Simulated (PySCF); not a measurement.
# C2H10OSi2: NMR shifts at several levels of theory

Aim: compute the NMR shifts of C2H10OSi2 (`C[SiH2]O[SiH2]C`) at several levels, and see how far they spread and what each costs.

Programs: PySCF 2.14.0, with density-fitted response routines of our own. Each step states its level of theory. These are calculated values for one molecule in the gas phase, unless marked as measured. Atoms are numbered from 0 throughout.

## (1) The starting structure

15 atoms, charge 0, multiplicity 1; geometry from: GFN2-xTB.

Bonds of the start (Å): C0–Si1 1.90, Si1–O2 1.62, O2–Si3 1.62, Si3–C4 1.90, C0–H5 1.09, C0–H6 1.09, C0–H7 1.09, Si1–H8 1.46, Si1–H9 1.46, Si3–H10 1.46, Si3–H11 1.47, C4–H12 1.09, C4–H13 1.09, C4–H14 1.09.

## (2) Geometry optimisation at PBE0-D3(BJ)/def2-SVP

The job: settings as JSON, then the geometry in Å.

```
{"job": {"xc": "PBE0", "basis": "def2-SVP", "d3": "d3bj", "grid": 1, "kind": "geom"}, "charge": 0, "multiplicity": 1}
C     -2.033990     0.966130     0.294180
Si    -1.451040    -0.726070     0.922360
O      0.021970    -1.062300     0.333010
Si     1.413230    -1.055510    -0.500090
C      2.068710     0.718370    -0.651340
H     -2.999910     1.231820     0.712120
H     -2.130970     0.979230    -0.788260
H     -1.331220     1.748420     0.569110
H     -2.324130    -1.801710     0.449540
H     -1.294600    -0.725810     2.378490
H      2.316600    -1.900910     0.280520
H      1.118540    -1.620080    -1.819930
H      2.256680     1.158210     0.324550
H      1.360550     1.361460    -1.167860
H      3.000750     0.744730    -1.207570
```

Launch:

```
> OMP_NUM_THREADS=1 python probes_run.py task.json out
```

The driver reads the jobs from task.json and runs them one after another.

The program printed:

```text
step   0  E = -735.80836669  max force = 0.018827
step   1  E = -735.81418973  max force = 0.001959
step   2  E = -735.81432362  max force = 0.001091
step   3  E = -735.81436937  max force = 0.000633
step   4  E = -735.81438253  max force = 0.000631
step   5  E = -735.81445182  max force = 0.001053
step   6  E = -735.81453328  max force = 0.001900
step   7  E = -735.81462975  max force = 0.002268
step   8  E = -735.81467187  max force = 0.001059
step   9  E = -735.81468935  max force = 0.000294
step  10  E = -735.81469440  max force = 0.000330
optimisation converged
```

Wall time 62 s (1 thread, shared host).

Relaxation path:

| step | energy from step 0 (eV) | largest force component (eV/Å) |
| --- | --- | --- |
| 0 | 0.0000 | 0.9681 |
| 1 | -0.1585 | 0.1007 |
| 2 | -0.1621 | 0.0561 |
| 3 | -0.1633 | 0.0326 |
| 4 | -0.1637 | 0.0324 |
| 5 | -0.1656 | 0.0541 |
| 6 | -0.1678 | 0.0977 |
| 7 | -0.1704 | 0.1166 |
| 8 | -0.1716 | 0.0545 |
| 9 | -0.1720 | 0.0151 |
| 10 | -0.1722 | 0.0170 |

Distances of close pairs at the start and the end, largest changes first:

| bond | before (Å) | after (Å) | change (Å) |
| --- | --- | --- | --- |
| O2–Si3 | 1.622 | 1.658 | +0.036 |
| Si1–O2 | 1.622 | 1.657 | +0.035 |
| Si1–H8 | 1.464 | 1.495 | +0.031 |
| Si3–H11 | 1.465 | 1.497 | +0.031 |
| Si3–H10 | 1.463 | 1.492 | +0.029 |
| Si1–H9 | 1.465 | 1.493 | +0.029 |
| Si3–C4 | 1.897 | 1.871 | -0.026 |
| C0–Si1 | 1.897 | 1.872 | -0.025 |

The end geometry stands in the next job.

| at the end point | value |
| --- | --- |
| point group (found at 0.08 Å tolerance) | C1 |
| rotational constants (GHz, main isotopes) | 4.991, 1.733, 1.374 |
| dipole moment (D) | 1.69 |

## (3) Nuclear shieldings: PBE0/cc-pVDZ

The job: settings as JSON, then the geometry in Å.

```
{"job": {"kind": "nmr", "xc": "PBE0", "basis": "cc-pVDZ", "pop": true}, "charge": 0, "multiplicity": 1}
C     -1.826884     1.008417     0.312797
Si    -1.466082    -0.717408     0.941246
O      0.072286    -1.186875     0.541958
Si     1.391922    -1.085751    -0.456204
C      1.917220     0.694486    -0.693111
H     -2.855957     1.303995     0.572665
H     -1.728278     1.059938    -0.783062
H     -1.138601     1.744909     0.755872
H     -2.442553    -1.684263     0.351691
H     -1.586623    -0.757386     2.428883
H      2.497222    -1.867061     0.172314
H      1.062321    -1.694932    -1.783155
H      2.149180     1.167744     0.273683
H      1.126426     1.283200    -1.183490
H      2.819570     0.746967    -1.323259
```

With the program's defaults for keys left out, this is: GIAO PBE0/cc-pVDZ NMR shielding, non-relativistic, gas phase.

The program printed:

```text
coarse grid: 12712 points
cycle   1  E = -735.9558888334  dE =  1.718e-01  |g| = 7.798e-01  |ddm| = 6.534e+00
cycle   2  E = -735.7618216773  dE =  1.941e-01  |g| = 1.253e+00  |ddm| = 2.612e+00
cycle   3  E = -736.0750915797  dE = -3.133e-01  |g| = 1.415e-01  |ddm| = 1.547e+00
cycle   4  E = -736.0794257644  dE = -4.334e-03  |g| = 3.943e-02  |ddm| = 2.663e-01
cycle   5  E = -736.0798349412  dE = -4.092e-04  |g| = 5.297e-03  |ddm| = 7.438e-02
cycle   6  E = -736.0798442284  dE = -9.287e-06  |g| = 7.699e-04  |ddm| = 1.592e-02
final grid: 111200 points
cycle   7  E = -736.0916913880  dE = -1.014e-05  |g| = 8.067e-03  |ddm| = 4.023e-02
cycle   8  E = -736.0916769778  dE =  1.441e-05  |g| = 1.151e-02  |ddm| = 2.799e-02
cycle   9  E = -736.0917062678  dE = -2.929e-05  |g| = 1.294e-03  |ddm| = 1.608e-02
cycle  10  E = -736.0917066240  dE = -3.562e-07  |g| = 7.869e-05  |ddm| = 1.839e-03
cycle  11  E = -736.0917066262  dE = -2.154e-09  |g| = 2.480e-05  |ddm| = 2.452e-04
cycle  12  E = -736.0917066264  dE = -1.976e-10  |g| = 4.728e-06  |ddm| = 7.957e-05
converged SCF energy = -736.0917066264

GIAO shielding tensors (ppm)
atom      isotropic    diamagn.    paramagn.     s11        s22        s33       span
  0 C      195.054     247.123     -52.069    182.989    196.661    205.512     22.523
  1 Si     434.479     883.158    -448.679    390.296    426.483    486.657     96.361
  2 O      311.877     388.836     -76.959    248.563    328.990    358.077    109.515
  3 Si     434.705     883.207    -448.501    387.307    430.607    486.201     98.894
  4 C      195.265     246.970     -51.705    183.219    197.050    205.526     22.307
  5 H       31.370      28.196       3.175     27.587     27.708     38.817     11.230
  6 H       30.915      31.987      -1.073     27.361     29.464     35.919      8.559
  7 H       30.864      31.882      -1.018     27.149     29.485     35.957      8.808
  8 H       26.195      29.460      -3.265     22.466     24.676     31.441      8.975
  9 H       26.213      29.485      -3.272     22.526     24.587     31.526      9.000
 10 H       26.237      29.146      -2.909     22.408     24.667     31.635      9.226
 11 H       26.183      30.233      -4.050     22.633     24.704     31.213      8.581
 12 H       30.836      30.966      -0.130     27.395     28.837     36.277      8.882
 13 H       30.942      32.507      -1.566     26.906     29.816     36.104      9.198
 14 H       31.394      28.207       3.187     27.615     27.758     38.808     11.193
```

Wall time 11 s (1 thread, shared host).

Shifts follow as δ = σ(reference) − σ, with reference shieldings (ppm) from runs at the same level and on the same kind of geometry: ¹H TMS 31.29, ¹³C TMS 196.8, ²⁹Si TMS 418.6, ¹⁷O H2O 343.3. The references are single molecules in the gas phase, so shifts against H2O, NH3, PH3, H3PO4 or CFCl3 are not on the usual liquid scales and can be off by tens of ppm. Atoms listed in one row are averaged.

| atoms | environment | σ (ppm) | δ (ppm) |
| --- | --- | --- | --- |
| C0, C4 | methyl carbon bonded to Si | 195.2 | 1.6 |
| H8, H9, H10, H11 | hydrogen on a silicon bonded to C, O | 26.21 | 5.08 |
| H5, H6, H7, H12, H13, H14 | hydrogen on a methyl carbon bonded to Si | 31.05 | 0.24 |
| Si1, Si3 | silicon bonded to C, O, 2 H | 434.6 | -16.0 |
| O2 | oxygen bonded to 2 Si | 311.9 | 31.5 |

Charges from the same density, by scheme (e):

| atoms | Mulliken | IAO | Hirshfeld | ESP fit |
| --- | --- | --- | --- | --- |
| C0, C4 | -0.28 | -0.73 | -0.21 | -0.52 |
| Si1, Si3 | 0.50 | 0.99 | 0.40 | 0.69 |
| O2 | -0.52 | -0.85 | -0.30 | -0.52 |

Mayer bond orders: C0–Si1 1.05, Si1–O2 1.08, O2–Si3 1.08, Si3–C4 1.05.

## (4) NMR shieldings: PBE0/cc-pVTZ

Same as in step 3 but for these lines:

```diff
@@ -1,2 +1,2 @@
-{"job": {"kind": "nmr", "xc": "PBE0", "basis": "cc-pVDZ", "pop": true}, "charge": 0, "multiplicity": 1}
+{"job": {"kind": "nmr", "xc": "PBE0", "basis": "cc-pVTZ", "pop": true}, "charge": 0, "multiplicity": 1}
 C     -1.826884     1.008417     0.312797
```

Level: GIAO PBE0/cc-pVTZ NMR shielding, non-relativistic, gas phase.

The program printed:

```text
coarse grid: 12712 points
cycle   1  E = -736.0567655673  dE =  1.047e-01  |g| = 8.440e-01  |ddm| = 7.003e+00
cycle   2  E = -735.8367332957  dE =  2.200e-01  |g| = 1.358e+00  |ddm| = 2.509e+00
cycle   3  E = -736.1848662846  dE = -3.481e-01  |g| = 1.603e-01  |ddm| = 1.552e+00
cycle   4  E = -736.1898478928  dE = -4.982e-03  |g| = 4.885e-02  |ddm| = 2.746e-01
cycle   5  E = -736.1904211429  dE = -5.733e-04  |g| = 7.063e-03  |ddm| = 8.425e-02
cycle   6  E = -736.1904333352  dE = -1.219e-05  |g| = 1.254e-03  |ddm| = 1.370e-02
cycle   7  E = -736.1904337637  dE = -4.286e-07  |g| = 2.478e-04  |ddm| = 2.467e-03
final grid: 111200 points
cycle   8  E = -736.1915234405  dE = -5.423e-05  |g| = 8.770e-03  |ddm| = 1.160e-01
cycle   9  E = -736.1915054867  dE =  1.795e-05  |g| = 1.298e-02  |ddm| = 2.832e-02
cycle  10  E = -736.1915387847  dE = -3.330e-05  |g| = 1.380e-03  |ddm| = 1.601e-02
cycle  11  E = -736.1915391331  dE = -3.484e-07  |g| = 1.733e-04  |ddm| = 1.851e-03
cycle  12  E = -736.1915391412  dE = -8.095e-09  |g| = 4.030e-05  |ddm| = 3.736e-04
cycle  13  E = -736.1915391416  dE = -4.306e-10  |g| = 7.279e-06  |ddm| = 6.908e-05
converged SCF energy = -736.1915391416

GIAO shielding tensors (ppm)
atom      isotropic    diamagn.    paramagn.     s11        s22        s33       span
  0 C      186.383     245.004     -58.621    173.754    188.219    197.175     23.421
  1 Si     373.106     887.551    -514.445    323.040    363.652    432.627    109.587
  2 O      296.413     375.039     -78.625    243.673    307.580    337.987     94.314
  3 Si     373.233     887.504    -514.271    320.862    367.057    431.782    110.920
  4 C      186.422     244.475     -58.052    173.595    188.478    197.193     23.598
  5 H       31.294      28.947       2.346     27.446     27.686     38.748     11.303
  6 H       30.871      31.479      -0.608     27.389     29.450     35.775      8.386
  7 H       30.847      31.366      -0.519     27.219     29.488     35.834      8.615
  8 H       26.129      29.429      -3.300     22.666     24.717     31.005      8.340
  9 H       26.183      29.436      -3.254     22.775     24.682     31.090      8.315
 10 H       26.211      28.994      -2.783     22.635     24.792     31.206      8.572
 11 H       26.106      30.168      -4.061     22.849     24.679     30.791      7.942
 12 H       30.838      30.679       0.160     27.513     28.876     36.126      8.614
 13 H       30.900      31.744      -0.844     26.932     29.767     36.001      9.070
 14 H       31.327      28.877       2.450     27.461     27.771     38.748     11.287
```

Run time: 40 s. Hardware: 1 thread, shared host.

In short: δ C0 0.9, Si1 -13.2, O2 38.4, H8 5.13, H5 0.28 ppm (means over like atoms).

## (5) Nuclear shieldings: PBE0/aug-cc-pVDZ

Same as in step 4 but for these lines:

```diff
@@ -1,2 +1,2 @@
-{"job": {"kind": "nmr", "xc": "PBE0", "basis": "cc-pVTZ", "pop": true}, "charge": 0, "multiplicity": 1}
+{"job": {"kind": "nmr", "xc": "PBE0", "basis": "aug-cc-pVDZ", "pop": true}, "charge": 0, "multiplicity": 1}
 C     -1.826884     1.008417     0.312797
```

Method: GIAO PBE0/aug-cc-pVDZ NMR shielding, non-relativistic, gas phase.

The program printed:

```text
coarse grid: 12712 points
cycle   1  E = -735.9669496032  dE =  1.616e-01  |g| = 7.897e-01  |ddm| = 8.704e+00
cycle   2  E = -735.7512074236  dE =  2.157e-01  |g| = 1.296e+00  |ddm| = 3.208e+00
cycle   3  E = -736.0883117062  dE = -3.371e-01  |g| = 1.507e-01  |ddm| = 2.018e+00
cycle   4  E = -736.0931984592  dE = -4.887e-03  |g| = 4.281e-02  |ddm| = 3.626e-01
cycle   5  E = -736.0936747851  dE = -4.763e-04  |g| = 6.467e-03  |ddm| = 1.059e-01
cycle   6  E = -736.0936883171  dE = -1.353e-05  |g| = 9.617e-04  |ddm| = 1.992e-02
cycle   7  E = -736.0936886147  dE = -2.976e-07  |g| = 1.390e-04  |ddm| = 2.966e-03
final grid: 111200 points
cycle   8  E = -736.1054907197  dE = -2.090e-05  |g| = 7.877e-03  |ddm| = 1.476e-01
cycle   9  E = -736.1054761175  dE =  1.460e-05  |g| = 1.142e-02  |ddm| = 3.282e-02
cycle  10  E = -736.1055048882  dE = -2.877e-05  |g| = 1.298e-03  |ddm| = 1.898e-02
cycle  11  E = -736.1055052421  dE = -3.540e-07  |g| = 8.740e-05  |ddm| = 2.320e-03
cycle  12  E = -736.1055052446  dE = -2.510e-09  |g| = 2.602e-05  |ddm| = 4.043e-04
cycle  13  E = -736.1055052449  dE = -2.403e-10  |g| = 3.510e-06  |ddm| = 9.727e-05
converged SCF energy = -736.1055052449

GIAO shielding tensors (ppm)
atom      isotropic    diamagn.    paramagn.     s11        s22        s33       span
  0 C      194.250     192.545       1.705    182.400    195.777    204.573     22.173
  1 Si     426.670     883.208    -456.538    375.507    416.785    487.718    112.211
  2 O      306.997     388.497     -81.500    249.704    322.412    348.874     99.170
  3 Si     427.195     882.172    -454.977    373.622    419.870    488.093    114.471
  4 C      194.209     196.209      -2.000    182.035    196.004    204.588     22.553
  5 H       31.324      34.546      -3.223     27.583     27.667     38.722     11.139
  6 H       30.899      25.414       5.485     27.401     29.539     35.758      8.357
  7 H       30.856      25.316       5.541     27.216     29.566     35.787      8.571
  8 H       26.091      24.731       1.359     22.468     24.664     31.139      8.671
  9 H       26.146      24.890       1.256     22.550     24.649     31.238      8.689
 10 H       26.177      24.914       1.262     22.429     24.747     31.354      8.926
 11 H       26.076      25.123       0.953     22.610     24.666     30.951      8.340
 12 H       30.852      26.515       4.337     27.537     28.926     36.093      8.556
 13 H       30.919      25.949       4.969     26.937     29.891     35.929      8.992
 14 H       31.344      34.071      -2.727     27.580     27.734     38.718     11.138
```

Run time: 24 s. Hardware: 1 thread, shared host.

In short: δ C0 0.9, Si1 -10.2, O2 28.9, H8 5.27, H5 0.36 ppm (means over like atoms).

## (6) Nuclear shieldings: PBE0/IGLO-III

Same as in step 5 but for these lines:

```diff
@@ -1,2 +1,2 @@
-{"job": {"kind": "nmr", "xc": "PBE0", "basis": "aug-cc-pVDZ", "pop": true}, "charge": 0, "multiplicity": 1}
+{"job": {"kind": "nmr", "xc": "PBE0", "basis": "IGLO-III", "pop": true}, "charge": 0, "multiplicity": 1}
 C     -1.826884     1.008417     0.312797
```

Method: GIAO PBE0/IGLO-III NMR shielding, non-relativistic, gas phase.

The program printed:

```text
coarse grid: 12712 points
cycle   1  E = -736.0569597672  dE =  7.016e-02  |g| = 8.593e-01  |ddm| = 2.518e+00
cycle   2  E = -735.8336749316  dE =  2.233e-01  |g| = 1.373e+00  |ddm| = 1.195e+00
cycle   3  E = -736.1854763285  dE = -3.518e-01  |g| = 1.693e-01  |ddm| = 8.884e-01
cycle   4  E = -736.1907136169  dE = -5.237e-03  |g| = 5.361e-02  |ddm| = 1.064e-01
cycle   5  E = -736.1913896265  dE = -6.760e-04  |g| = 8.677e-03  |ddm| = 3.574e-02
cycle   6  E = -736.1914044781  dE = -1.485e-05  |g| = 1.296e-03  |ddm| = 6.502e-03
cycle   7  E = -736.1914048951  dE = -4.170e-07  |g| = 3.108e-04  |ddm| = 1.213e-03
final grid: 111200 points
cycle   8  E = -736.1991707351  dE = -8.082e-05  |g| = 8.204e-03  |ddm| = 4.829e-02
cycle   9  E = -736.1991571200  dE =  1.362e-05  |g| = 1.152e-02  |ddm| = 9.672e-03
cycle  10  E = -736.1991834643  dE = -2.634e-05  |g| = 1.463e-03  |ddm| = 5.572e-03
cycle  11  E = -736.1991838028  dE = -3.385e-07  |g| = 3.724e-04  |ddm| = 8.170e-04
cycle  12  E = -736.1991838341  dE = -3.127e-08  |g| = 5.793e-05  |ddm| = 2.452e-04
cycle  13  E = -736.1991838347  dE = -5.755e-10  |g| = 6.681e-06  |ddm| = 3.885e-05
converged SCF energy = -736.1991838347

GIAO shielding tensors (ppm)
atom      isotropic    diamagn.    paramagn.     s11        s22        s33       span
  0 C      182.765     252.620     -69.856    169.565    185.102    193.627     24.062
  1 Si     365.528     893.342    -527.815    314.747    358.831    423.005    108.258
  2 O      286.347     381.276     -94.929    239.839    293.727    325.476     85.637
  3 Si     365.920     893.244    -527.323    312.391    362.758    422.612    110.221
  4 C      182.806     251.965     -69.159    169.408    185.340    193.671     24.263
  5 H       31.371      28.231       3.140     27.640     27.804     38.669     11.030
  6 H       30.942      31.568      -0.626     27.508     29.551     35.768      8.260
  7 H       30.917      31.470      -0.554     27.359     29.588     35.804      8.445
  8 H       26.105      29.675      -3.570     22.733     24.732     30.849      8.115
  9 H       26.179      29.781      -3.601     22.841     24.744     30.953      8.112
 10 H       26.207      29.507      -3.301     22.715     24.840     31.065      8.350
 11 H       26.073      30.361      -4.288     22.900     24.678     30.642      7.742
 12 H       30.910      30.485       0.425     27.639     28.993     36.100      8.461
 13 H       30.965      31.990      -1.025     27.059     29.863     35.972      8.913
 14 H       31.401      28.118       3.283     27.641     27.884     38.678     11.037
```

It took 35 s on 1 thread, shared host.

Key values: δ C0 1.0, Si1 -20.4, O2 40.8, H8 5.23, H5 0.29 ppm (means over like atoms).

## (7) NMR shieldings: PBE0/pcSseg-0

Same as in step 6 but for these lines:

```diff
@@ -1,2 +1,2 @@
-{"job": {"kind": "nmr", "xc": "PBE0", "basis": "IGLO-III", "pop": true}, "charge": 0, "multiplicity": 1}
+{"job": {"kind": "nmr", "xc": "PBE0", "basis": "pcSseg-0", "pop": true}, "charge": 0, "multiplicity": 1}
 C     -1.826884     1.008417     0.312797
```

Method: GIAO PBE0/pcSseg-0 NMR shielding, non-relativistic, gas phase.

The program printed:

```text
coarse grid: 12712 points
cycle   1  E = -734.8944349300  dE =  7.835e-02  |g| = 7.675e-01  |ddm| = 3.576e+00
cycle   2  E = -734.7135251462  dE =  1.809e-01  |g| = 1.226e+00  |ddm| = 2.499e+00
cycle   3  E = -735.0030466876  dE = -2.895e-01  |g| = 1.350e-01  |ddm| = 1.837e+00
cycle   4  E = -735.0069808639  dE = -3.934e-03  |g| = 4.188e-02  |ddm| = 1.978e-01
cycle   5  E = -735.0074081231  dE = -4.273e-04  |g| = 7.422e-03  |ddm| = 4.884e-02
cycle   6  E = -735.0074254161  dE = -1.729e-05  |g| = 4.198e-04  |ddm| = 1.291e-02
cycle   7  E = -735.0074254781  dE = -6.203e-08  |g| = 7.488e-05  |ddm| = 9.778e-04
final grid: 111200 points
cycle   8  E = -735.0489413949  dE = -1.335e-05  |g| = 4.458e-03  |ddm| = 1.718e-02
cycle   9  E = -735.0489379975  dE =  3.397e-06  |g| = 6.002e-03  |ddm| = 1.059e-02
cycle  10  E = -735.0489460439  dE = -8.046e-06  |g| = 6.603e-04  |ddm| = 6.515e-03
cycle  11  E = -735.0489461280  dE = -8.411e-08  |g| = 4.379e-05  |ddm| = 7.760e-04
cycle  12  E = -735.0489461286  dE = -6.096e-10  |g| = 1.451e-05  |ddm| = 9.843e-05
converged SCF energy = -735.0489461286

GIAO shielding tensors (ppm)
atom      isotropic    diamagn.    paramagn.     s11        s22        s33       span
  0 C      193.291     262.509     -69.218    179.779    195.084    205.010     25.231
  1 Si     384.228     876.887    -492.660    318.677    371.002    463.003    144.326
  2 O      356.115     406.566     -50.451    211.345    393.573    463.428    252.082
  3 Si     384.714     876.907    -492.192    317.051    375.373    461.719    144.668
  4 C      193.226     262.527     -69.300    179.596    195.239    204.844     25.249
  5 H       32.990      31.424       1.566     28.779     29.089     41.102     12.323
  6 H       32.593      32.487       0.105     28.694     31.233     37.852      9.158
  7 H       32.466      32.509      -0.043     28.333     31.132     37.933      9.601
  8 H       27.135      28.289      -1.154     22.638     25.559     33.207     10.569
  9 H       27.091      28.397      -1.306     22.633     25.382     33.259     10.625
 10 H       27.104      28.494      -1.390     22.503     25.414     33.395     10.893
 11 H       27.190      28.458      -1.268     22.937     25.644     32.991     10.055
 12 H       32.447      32.170       0.277     28.684     30.371     38.286      9.603
 13 H       32.574      32.766      -0.192     28.040     31.804     37.876      9.836
 14 H       33.021      31.434       1.587     28.822     29.145     41.097     12.275
```

Wall time 5.1 s (1 thread, shared host).

In short: δ C0 0.3, Si1 -35.9, O2 -18.3, H8 5.70, H5 0.15 ppm (means over like atoms).

## (8) Run by run: NMR shifts

Shifts (ppm), means over like atoms, with basis size and wall time:

| run | C0 | H8 | H5 | Si1 | O2 | functions | time |
| --- | --- | --- | --- | --- | --- | --- | --- |
| PBE0/cc-pVDZ | 1.6 | 5.08 | 0.24 | -16.0 | 31.5 | 128 | 11 s |
| PBE0/cc-pVTZ | 0.9 | 5.13 | 0.28 | -13.2 | 38.4 | 298 | 40 s |
| PBE0/aug-cc-pVDZ | 0.9 | 5.27 | 0.36 | -10.2 | 28.9 | 213 | 24 s |
| PBE0/IGLO-III | 1.0 | 5.23 | 0.29 | -20.4 | 40.8 | 293 | 35 s |
| PBE0/pcSseg-0 | 0.3 | 5.70 | 0.15 | -35.9 | -18.3 | 73 | 5.1 s |

## (9) What came out

| quantity | value |
| --- | --- |
| point group | C1 |
| rotational constants (main isotopes) | 4.99, 1.73, 1.37 GHz |
| ¹³C shifts against TMS (PBE0/cc-pVDZ, means over atoms taken as alike) | 1.6 ppm |
| ¹H shifts against TMS (PBE0/cc-pVDZ, means over atoms taken as alike) | 5.08, 0.24 ppm |
| ²⁹Si shifts against TMS (PBE0/cc-pVDZ, means over atoms taken as alike) | -16.0 ppm |
| ¹⁷O shifts against H2O (PBE0/cc-pVDZ) | 31.5 ppm |
| range of the shift of O2 | -18.3 to 40.8 ppm |

Single values in the summary come from the first run of each kind that ended normally (PBE0/cc-pVDZ), which need not be the best level. Relaxing lowered the energy by 0.172 eV in 10 steps; the close pair that moved most is O2–Si3, from 1.622 to 1.658 Å. No frequency check was run at this level, so the end point may be a saddle. At PBE0/cc-pVDZ: Shielding is most anisotropic at O2 (span 110 ppm, paramagnetic term -77 ppm). Across the 5 runs the shift of O2 moves most, between -18.3 (PBE0/pcSseg-0) and 40.8 ppm (PBE0/IGLO-III).
